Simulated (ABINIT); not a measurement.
Crystal: GaGe.

```
Ge Ga
1.0
     0.00000    2.89784    2.89784
     2.89784    0.00000    2.89784
     2.89784    2.89784    0.00000
Ge Ga
1 1
Direct
  0.00000 0.00000 0.00000
  0.25000 0.25000 0.25000
```

The cell comes from a database or a generator and needn't be the stable form of this composition.

Program: ABINIT 10.8.3 (patched build). Alike in all runs: no spin polarisation; cell as given; smearing fermi-dirac 0.05 eV. Hardware: 1 thread of Intel(R) Xeon(R) 6975P-C (Granite Rapids), with other jobs on the host.

**Question.** Order these runs on this cell by their wall time, lowest first.
A. task single point; level RPBE; potentials or basis Ansatz NC PBE; k mesh 6 × 6 × 6; cutoff (eV) 1088
B. task single point; level revPBE; potentials or basis SG15 NC PBE v1.2; k mesh 6 × 6 × 6; cutoff (eV) 1687
C. task optical spectrum; level revPBE; potentials or basis SG15 NC PBE v1.2; k mesh 6 × 6 × 6, with 4 shifts; cutoff (eV) 1687; inner loops (nnsclo) 2; bands in the sums 22; broadening (eV) 0.2; scissor shift (eV) 0; tensor components [11]; other keys nnsclo = 2

**Answer.** A (32 s), B (77 s), C (470 s).

Caveats: the intraband (Drude) term is left out (some runs); spectra need much finer meshes, so this one isn't converged (some runs); independent-particle spectra lack excitons (some runs).
